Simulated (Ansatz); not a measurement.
# LiBe: the cost of one run

Computed with Ansatz 0.2.0 (DFT PBE, scalar-relativistic, plane waves, PAW, unless a step's input says otherwise).

### 1 The system as given

It takes space group P2_1/m (No. 11, monoclinic). Conventional cell: a = 2.296 Å, b = 3.613 Å, c = 5.528 Å, α = 90.00°, β = 94.17°, γ = 90.00°. Around Li (site symmetry m) lie 4 Li at 2.30 to 2.67 Å and 5 Be at 2.33 to 2.65 Å. Around Be (site symmetry m) lie 6 Be at 2.28 to 2.32 Å and 5 Li at 2.33 to 2.65 Å.

As a file:

```cif
data_structure
_symmetry_space_group_name_H-M 'P2_1/m'
_symmetry_Int_Tables_number 11
_cell_length_a 2.2960
_cell_length_b 3.6128
_cell_length_c 5.5281
_cell_angle_alpha 90.000
_cell_angle_beta 94.167
_cell_angle_gamma 90.000
_cell_volume 45.73
loop_
_atom_site_label
_atom_site_type_symbol
_atom_site_symmetry_multiplicity
_atom_site_Wyckoff_symbol
_atom_site_fract_x
_atom_site_fract_y
_atom_site_fract_z
_atom_site_occupancy
Li1 Li 2 e 0.73685 0.25000 0.15486 1
Be1 Be 2 e 0.75642 0.25000 0.57617 1
```

(A quick probe on a coarse mesh, which set the mesh and smearing, is not shown.)

### 3 Relaxing cell and atoms

File input.yaml:

```yaml
crystal:
  lattice:
    - [2.2959861536, 0.0, 0.0]
    - [0.0, 3.61277298, 0.0]
    - [-0.4017425219, 0.0, 5.5135259934]
  atoms:
    - { symbol: Li, position: [0.73684756, 0.25, 0.15485774] }
    - { symbol: Li, position: [0.26315244, 0.75, 0.84514226] }
    - { symbol: Be, position: [0.75641808, 0.25, 0.57617164] }
    - { symbol: Be, position: [0.24358192, 0.75, 0.42382836] }
basis:
  ecutwfc: 420
kpoints:
  mp_grid: { grid: [20, 12, 8] }
hamiltonian:
  xc: pbe
scf:
  occupations: { method: gaussian, width: 0.1 }
output:
  forces: true
  stress: true
  eigenvalues: true
  write_density: true
  write_potential: true
  elf: true
  volumetric_format: npy
relax:
  adjacent_minimum: "off"
  f_tol: 0.01
  max_steps: 80
  cell: { stress_tol: 0.05 }
```

On the command line:

```bash
$ ansatz run input.yaml --threads 1 --pin off --max-ram 2560MiB --backend cpu --events-out ev --progress --plain --runs-dir out
```

**Question.** How long does this run take on 1 thread of Arm Neoverse V1, shared host, and how much memory does it need?

About 7.7 min, with a peak of 0.56 GiB.
